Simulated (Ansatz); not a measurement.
This script for a formation energy from the elements of BaFeO3 and its elements with the Ansatz DFT code, driven from Python holds a mistake.

The script, `bafeo3.py`:
```python
'''Is BaFeO3 bound against its elements, after relaxing atoms and volume at fixed cell shape.'''

from collections import Counter
import warnings

import ansatz as az
import numpy as np

PHASES = {
    'BaFeO3': (
        [(4.02, 0.0, 0.0), (0.0, 4.02, 0.0), (0.0, 0.0, 4.02)],
        [
            ('Ba', (0.0, 0.0, 0.0)),
            ('Fe', (0.5, 0.5, 0.5)),
            ('O', (0.5, 0.5, 0.0)),
            ('O', (0.0, 0.5, 0.5)),
            ('O', (0.5, 0.0, 0.5)),
        ],
    ),
    'Ba': (
        [(-2.5065, 2.5065, 2.5065), (2.5065, -2.5065, 2.5065), (2.5065, 2.5065, -2.5065)],
        [
            ('Ba', (0.0, 0.0, 0.0)),
        ],
    ),
    'Fe': (
        [(-1.443, 1.443, 1.443), (1.443, -1.443, 1.443), (1.443, 1.443, -1.443)],
        [
            ('Fe', (0.0, 0.0, 0.0)),
        ],
    ),
    'O2': (
        [(9.0, 0.0, 0.0), (0.0, 9.5, 0.0), (0.0, 0.0, 10.0)],
        [
            ('O', (0.5, 0.5, 0.4385)),
            ('O', (0.5, 0.5, 0.5615)),
        ],
    ),
}
MOMENTS = {'Fe': 3.5}  # parallel starting moments in muB


def build(vectors, sites):
    crystal = az.Crystal(lattice=az.Lattice.of(vectors))
    for symbol, position in sites:
        crystal = crystal.atom(symbol, position)
    return crystal

POLARISED = {'BaFeO3', 'Fe'}

GASES = {'O2'}


def compute(name, crystal):
    calc = (
        crystal.calculation()
        .functional('PBEsol')
        .basis(510)
        .kpoints(spacing=0.27)
        .occupations('gaussian', width=0.02)
        .stress()
    )
    if name in POLARISED:
        calc = calc.spin('collinear')
    if name in GASES:
        return calc.kpoints(1, 1, 1).relax(force_tolerance=0.02, max_steps=30).run(threads=1)
    calc = calc.relax(force_tolerance=0.02, max_steps=30, fix_cell=['shape'])
    return calc.run(threads=1)


def counts(outcome):
    return Counter(site.symbol for site in outcome.lattice.sites)

def formation_energy(outcome, mu):
    n = counts(outcome)
    return (outcome.report['energy_sigma0_ev'] - sum(k * mu[element] for element, k in n.items())) / sum(n.values())


def volume_per_atom(outcome):
    return abs(np.linalg.det(outcome.lattice.cell_ang)) / len(outcome.lattice.sites)


def main() -> None:
    warnings.simplefilter('ignore', az.DeckWarning)

    phases = {name: build(*cell) for name, cell in PHASES.items()}
    for name in ['BaFeO3', 'Fe']:
        phases[name] = phases[name].moments({e: m for e, m in MOMENTS.items() if e in phases[name].species()})

    done = {name: compute(name, crystal) for name, crystal in phases.items()}

    # chemical potentials of the elements at zero temperature
    references = {'Ba': 'Ba', 'Fe': 'Fe', 'O': 'O2'}
    mu = {element: done[name].report['energy_sigma0_ev'] / len(done[name].lattice.sites) for element, name in references.items()}

    target = done['BaFeO3']
    heat = formation_energy(target, mu)
    for element, value in mu.items():
        print(f'mu({element}) = {value:.4f} eV from {references[element]}, {volume_per_atom(done[references[element]]):.2f} A^3/atom')
    print(f'formation energy of BaFeO3: {heat:.4f} eV/atom = {96.4853 * heat:.1f} kJ/mol of atoms')
    # no correction for the overbinding of the gas molecule is applied


if __name__ == '__main__':
    main()
```

Output of `python bafeo3.py`:
```text
mu(Ba) = -5862.5998 eV from Ba, 58.85 A^3/atom
mu(Fe) = -4448.8532 eV from Fe, 10.80 A^3/atom
mu(O) = -557.7362 eV from O2, 427.50 A^3/atom
formation energy of BaFeO3: -2.3482 eV/atom = -226.6 kJ/mol of atoms
```

The script ran to its end, but the result can't be trusted. Why?

The fault: the O2 molecule is run without spin, though its ground state is a triplet. Mended:

```diff
--- before
+++ after
@@ -48,3 +48,3 @@
 
-POLARISED = {'BaFeO3', 'Fe'}
+POLARISED = {'BaFeO3', 'Fe', 'O2'}
 
@@ -88,2 +88,3 @@
         phases[name] = phases[name].moments({e: m for e, m in MOMENTS.items() if e in phases[name].species()})
+    phases['O2'] = phases['O2'].moments(O=1.0)
```

With that change:

```console
$ python bafeo3.py
--- The result so far, ahead of a search for a lower minimum behind the relaxation; the run's own can be another ---
--- Relaxed structure (4 steps of the walk, 4 accepted, 0 SCFs on fresh bases) ---
  F+E_penalty+E_count = -1116.58164037 eV   max|allowed force component| = 9.056e-4 eV/Å
  atoms:
    - { symbol: O, position: [0.5, 0.5, 0.4395023763119718] }
    - { symbol: O, position: [0.5, 0.5, 0.5604976236880282] }
mu(Ba) = -5862.5998 eV from Ba, 58.85 A^3/atom
mu(Fe) = -4448.8532 eV from Fe, 10.80 A^3/atom
mu(O) = -558.2908 eV from O2, 427.50 A^3/atom
formation energy of BaFeO3: -2.0154 eV/atom = -194.5 kJ/mol of atoms
```

Total energies depend on the potentials; only differences at equal settings carry meaning. The magnetic order follows from the starting moments and needn't be the lowest. For the metals among these phases the mesh is modest: differences between phases can be off by up to 40 meV an atom. The program warned that this SCF threshold is loose for forces or stresses. Atoms and volume are relaxed with the cell's shape held, which in cells of lower than cubic symmetry can hide stresses and shift volumes. Of the deposited cell: the entry's cell lengths or inner coordinates differ somewhat from later room-temperature determinations. Without a Hubbard U or exact exchange, semilocal functionals often make such 3d compounds metallic or too weakly gapped. The cells come from databases of deposited and of computed structures, and not all need be stable phases. The compound is the structure given, not necessarily its lowest; energies are at zero temperature, with no correction for gases. Magnetic phases start from parallel moments and may not end in their lowest magnetic state. A semilocal functional's error on such energies is often 0.05 to 0.1 eV an atom, and 0.1 to 0.3 eV against gases such as O2 or F2. The script silences the warnings on its input, which a real study should read. Wall time of the script: 84 s on 1 thread of Intel(R) Xeon(R) Platinum 8124M CPU @ 3.00GHz (Skylake/Cascade Lake) (shared host), peak memory 0.93 GiB.

(Lines on the test bed's own set-up are left out of the output.)
